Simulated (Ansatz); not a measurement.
# C₂H₈SSn: one species, many methods

One table from this session's results is given with a row withheld; the runs are named, their logs left out.

Computed with Ansatz 0.2.0, Gaussian basis. Level: functionals in def2-TZVPP, the program's frozen cores in correlated methods.

The runs, in order: LDA (SPW92), PBE-D4, revPBE-D4, BLYP-D4, r2SCAN-D4, B97M-V, PBE0-D4, B3LYP-D4, r2SCANh-D4, r2SCAN0-D4, HSE06-D4, BHLYP-D4, CAM-B3LYP-D4, LC-ωPBE, ωB97X-V, ωB97M-V, B2PLYP, PBE-QIDH; CCSD(T)/def2-SVP; CCSD(T)/def2-TZVPP; MP2/def2-QZVPP; extrapolation to the limit; RPA on PBE.

## Structure used throughout

All runs share one geometry, relaxed beforehand with PBE0-D4 in a triple-zeta def2 set. Sn takes the def2 core potential; no spin-orbit term is included.

SMILES `C[S][SnH2][CH3]`, 12 atoms, charge 0, spin multiplicity 1.

Atoms are counted from 1 here; the program's logs count them from 0.

Bond lengths: C1–S2 1.817 Å, C1–H5 1.090 Å, C1–H6 1.091 Å, C1–H7 1.090 Å, S2–Sn3 2.401 Å, Sn3–C4 2.139 Å, Sn3–H8 1.714 Å, Sn3–H9 1.707 Å, C4–H10 1.090 Å, C4–H11 1.090 Å, C4–H12 1.091 Å. Angles: S2–C1–H5 111.7°, S2–C1–H6 111.5°, S2–C1–H7 106.7°, H5–C1–H6 109.8°, H5–C1–H7 108.4°, H6–C1–H7 108.5°, C1–S2–Sn3 99.5°, S2–Sn3–C4 109.4°, S2–Sn3–H8 107.9°, S2–Sn3–H9 105.9°, C4–Sn3–H8 110.1°, C4–Sn3–H9 112.0°, H8–Sn3–H9 111.2°, Sn3–C4–H10 109.5°, Sn3–C4–H11 109.9°, Sn3–C4–H12 110.0°, H10–C4–H11 109.2°, H10–C4–H12 109.3° and more.

The first run:

in.yaml

```yaml
crystal:
  periodic: [false, false, false]
  atoms:
    - {symbol: C, position_ang: [-1.349349, 1.636367, -0.433422]}
    - {symbol: S, position_ang: [0.068388, 1.844333, 0.683798]}
    - {symbol: Sn, position_ang: [0.540806, -0.460673, 1.160357]}
    - {symbol: C, position_ang: [1.135135, -1.450194, -0.640227]}
    - {symbol: H, position_ang: [-1.068691, 1.115007, -1.348969]}
    - {symbol: H, position_ang: [-2.170099, 1.109900, 0.055010]}
    - {symbol: H, position_ang: [-1.689418, 2.637790, -0.697771]}
    - {symbol: H, position_ang: [-0.887906, -1.174550, 1.782163]}
    - {symbol: H, position_ang: [1.785744, -0.452408, 2.327596]}
    - {symbol: H, position_ang: [2.007359, -0.949068, -1.058934]}
    - {symbol: H, position_ang: [0.322059, -1.420450, -1.365613]}
    - {symbol: H, position_ang: [1.382873, -2.491355, -0.429988]}
basis:
  gaussian: {orbitals: def2-TZVPP}
hamiltonian: {xc: lda}
output: {orbitals: {seedname: orbitals}}
```

Steps of the session up to this table: LDA; PBE-D4 (GGA); revPBE-D4 (GGA); BLYP-D4 (GGA); r2SCAN-D4 (meta-GGA); B97M-V (meta-GGA); PBE0-D4 (hybrid); B3LYP-D4 (hybrid); r2SCANh-D4 (hybrid); r2SCAN0-D4 (hybrid); HSE06-D4 (hybrid); BHLYP-D4 (hybrid); CAM-B3LYP-D4 (range-separated); LC-ωPBE-D4 (range-separated; the results give it without D4); ωB97X-V (range-separated); ωB97M-V (range-separated); B2PLYP (double hybrid); PBE-QIDH (double hybrid).

One table of the session follows, with a row left open; its other results are not shown here.

It belongs to the step «Orbital energies across the functionals». 

| functional | HOMO (eV) | gap (eV) |
| --- | --- | --- |
| LDA (SPW92) | -5.46 | 4.28 |
| PBE-D4 | -5.37 | 4.43 |
| revPBE-D4 | -5.33 | 4.49 |
| BLYP-D4 | -5.22 | 4.35 |
| r2SCAN-D4 | -5.61 | 4.99 |
| B97M-V | -5.74 | 5.04 |
| PBE0-D4 | -6.57 | 6.48 |
| B3LYP-D4 | -6.34 | 5.98 |
| r2SCANh-D4 | -6.06 | 5.74 |
| r2SCAN0-D4 | -6.72 | 6.84 |
| HSE06-D4 | ? | ? |
| BHLYP-D4 | -7.63 | 8.35 |
| CAM-B3LYP-D4 | -7.87 | 8.69 |
| LC-ωPBE | -9.25 | 11.19 |
| ωB97X-V | -8.91 | 10.71 |
| ωB97M-V | -8.75 | 10.23 |

Q: Estimate the row for HSE06-D4 from the others.

**Answer.** HOMO (eV): -6.17; gap (eV): 5.72. In the column «HOMO (eV)» it lies between B3LYP-D4 (-6.34) and r2SCANh-D4 (-6.06).
